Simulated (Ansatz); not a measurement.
**CH₅BZn: a ladder of functionals and wavefunction methods**

One table from this session's results is given with a row withheld; the runs are named, their logs left out.

Method: functionals in def2-TZVPP, the program's frozen cores in correlated methods; program: Ansatz 0.2.0, Gaussian basis.

Plan: LDA (SPW92), PBE-D4, revPBE-D4, BLYP-D4, r2SCAN-D4, B97M-V, PBE0-D4, B3LYP-D4, r2SCANh-D4, r2SCAN0-D4, HSE06-D4, BHLYP-D4, CAM-B3LYP-D4, LC-ωPBE, ωB97X-V, ωB97M-V, B2PLYP, PBE-QIDH; CCSD(T)/def2-SVP; CCSD(T)/def2-TZVPP; MP2/def2-QZVPP; extrapolation to the limit; RPA on PBE.

## The relaxed structure

All runs share one geometry, relaxed beforehand with PBE0-D4 in a triple-zeta def2 set.

SMILES `C[BH][ZnH]`, 8 atoms, charge 0, spin multiplicity 1.

Atoms are counted from 1 here; the program's logs count them from 0.

Bond lengths: C1–B2 1.556 Å, C1–H4 1.091 Å, C1–H5 1.094 Å, C1–H6 1.107 Å, B2–Zn3 2.088 Å, B2–H7 1.206 Å, Zn3–H8 1.562 Å. Angles: B2–C1–H4 117.4°, B2–C1–H5 114.6°, B2–C1–H6 102.1°, H4–C1–H5 110.0°, H4–C1–H6 106.3°, H5–C1–H6 104.9°, C1–B2–Zn3 125.7°, C1–B2–H7 115.4°, Zn3–B2–H7 118.8°, B2–Zn3–H8 179.6°.

Geometry (Å):

```xyz
8

C    -0.3191    0.9160   -0.7009
B     0.3002    0.1731    0.5181
Zn    0.1633   -1.8759    0.8935
H    -1.1244    0.4141   -1.2388
H    -0.5890    1.9590   -0.5103
H     0.5363    0.9671   -1.4012
H     0.9692    0.8542    1.2544
H     0.0636   -3.4076    1.1852
```

The first run:

File in.yaml:

```yaml
crystal:
  periodic: [false, false, false]
  atoms:
    - {symbol: C, position_ang: [-0.319134, 0.915950, -0.700914]}
    - {symbol: B, position_ang: [0.300173, 0.173148, 0.518148]}
    - {symbol: Zn, position_ang: [0.163252, -1.875861, 0.893480]}
    - {symbol: H, position_ang: [-1.124372, 0.414131, -1.238833]}
    - {symbol: H, position_ang: [-0.589029, 1.958953, -0.510260]}
    - {symbol: H, position_ang: [0.536317, 0.967085, -1.401224]}
    - {symbol: H, position_ang: [0.969171, 0.854188, 1.254414]}
    - {symbol: H, position_ang: [0.063633, -3.407584, 1.185189]}
basis:
  gaussian: {orbitals: def2-TZVPP}
hamiltonian: {xc: lda}
output: {orbitals: {seedname: orbitals}}
```

The run is started by

```bash
> ansatz run in.yaml --threads 2 --pin off --events-out ev --progress --plain --max-ram 4352MiB
```

Among the steps run: LDA; PBE-D4 (GGA); revPBE-D4 (GGA); BLYP-D4 (GGA); r2SCAN-D4 (meta-GGA); B97M-V (meta-GGA); B3LYP-D4 (hybrid); r2SCANh-D4 (hybrid); r2SCAN0-D4 (hybrid); HSE06-D4 (hybrid); BHLYP-D4 (hybrid); CAM-B3LYP-D4 (range-separated); LC-ωPBE (range-separated); ωB97X-V (range-separated); ωB97M-V (range-separated); B2PLYP (double hybrid); PBE-QIDH (double hybrid).

One of the session's tables, all rows but one given; the rest of the session is left out.

It belongs to the step «Orbital energies across the functionals». 

```
  functional  HOMO (eV)  LUMO (eV)  gap (eV)
 LDA (SPW92)      -5.69      -3.14      2.55
      PBE-D4      -5.60      -2.90      2.71
   revPBE-D4      -5.56      -2.79      2.77
     BLYP-D4      -5.50      -2.76      2.74
   r2SCAN-D4      -5.82      -2.60      3.22
      B97M-V      -5.85      -2.67      3.17
     PBE0-D4      -6.66      -1.97      4.69
    B3LYP-D4      -6.50      -2.19      4.31
  r2SCANh-D4      -6.21      -2.28      3.94
  r2SCAN0-D4      -6.80      -1.81      4.99
    HSE06-D4          ?          ?         ?
    BHLYP-D4      -7.66      -1.06      6.60
CAM-B3LYP-D4      -7.99      -0.95      7.04
     LC-ωPBE      -9.32       0.18      9.51
     ωB97X-V      -8.96       0.07      9.03
     ωB97M-V      -8.79      -0.17      8.62
```

Estimate the missing values for HSE06-D4.

The run gave: HOMO (eV): -6.26; LUMO (eV): -2.34; gap (eV): 3.92. In the column «HOMO (eV)» it lies between B3LYP-D4 (-6.50) and r2SCANh-D4 (-6.21).
